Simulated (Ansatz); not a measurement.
# Cadmium, omega (AlB2-type) under r²SCAN: ground state and equation of state

Aim: take cadmium in the omega (AlB2-type) structure, relax it, solve it on a dense k-mesh, then scale the cell to 7 volumes from 88 to 112 % of the relaxed one and try a fit of the equation of state. Spin polarisation is left out. The k-meshes are 7×7×10 for the relaxation; 10×10×14 for the dense run; 8×8×12 for the volumes.

Computed with Ansatz 0.2.0 (DFT r2SCAN, plane waves (500 eV) with PAW, scalar-relativistic; PBE-made PAW files, unless a step says otherwise).

## 1. The system as given

It takes space group P6/mmm (No. 191, hexagonal). Conventional cell: a = 4.959 Å, b = 4.959 Å, c = 3.040 Å, α = 90.00°, β = 90.00°, γ = 120.00°. Around Cd (site symmetry 6/mmm) lie 14 Cd at 3.04 to 3.24 Å. Cd (site symmetry -6m2) is surrounded by 11 Cd at 2.86 to 3.24 Å.

Structure file:

```
Cd
1.0
     4.95941    0.00000    0.00000
    -2.47970    4.29497    0.00000
     0.00000    0.00000    3.04012
Cd
3
Cartesian
  0.0000 0.0000 0.0000
  0.0000 2.8633 1.5201
  2.4797 1.4317 1.5201
```

## 2. Geometry optimisation

input.yaml

```yaml
crystal:
  lattice:
    - [4.959407163, 0.0, 0.0]
    - [-2.4797035815, 4.2949725909, 0.0]
    - [0.0, 0.0, 3.0401165909]
  atoms:
    - { symbol: Cd, position: [0.0, 0.0, 0.0] }
    - { symbol: Cd, position: [0.3333333333, 0.6666666667, 0.5] }
    - { symbol: Cd, position: [0.6666666667, 0.3333333333, 0.5] }
hamiltonian:
  xc: r2scan
  pseudopotentials:
    kind: paw
    azcp:
      Cd: "pseudopotentials/Cd.paw.azcp"
basis:
  ecutwfc: 500
  fft_grid_basis: typed
kpoints:
  mp_grid: { grid: [7, 7, 10], shift: [0, 0, 0] }
magnetization:
  spin_polarized: false
scf:
  occupations: { method: fermi_dirac, width: 0.1 }
relax:
  max_steps: 60
  f_tol: 0.01
  cell: {}
```

Run with:

```bash
$ ansatz run input.yaml --threads 1 --pin off --max-ram 3584MiB --backend cpu --events-out ev --progress --plain --runs-dir out
```

Further steps of the session: Dense single point; Equation of state: 88 %; Equation of state: 92 %; Equation of state: 96 %; Equation of state: 100 %; Equation of state: 104 %; Equation of state: 108 %; Equation of state: 112 %.

Before running it: what results should come out? Wanted: space group; conventional cell; volume; shortest distance; gap on the mesh; relative to hcp; V₀, B₀, B₀′.

As calculated:

| quantity | value |
| --- | --- |
| space group (spins left aside) | P6/mmm (No. 191) |
| conventional cell | a = 5.050 Å, c = 3.038 Å (c/a = 0.602) |
| volume | 22.372 Å³/atom |
| shortest distance | 2.916 Å |
| gap on the mesh | none (levels filled in part) |
| relative to hcp | +94 meV/atom |
| V₀, B₀, B₀′ | 22.363 Å³/atom, 47 GPa, 6.0 |

From the guessed start the volume grew by 3.6 % in 6 steps. Against the reference form of cadmium (hcp, computed apart with the same settings) it stands 94 meV/atom higher. No gap shows: it is a metal or semimetal at this level. B₀ comes out at 47 GPa; letting shape and positions relax at each volume could only lower it. Relaxation kept the symmetry; phonons were not checked.
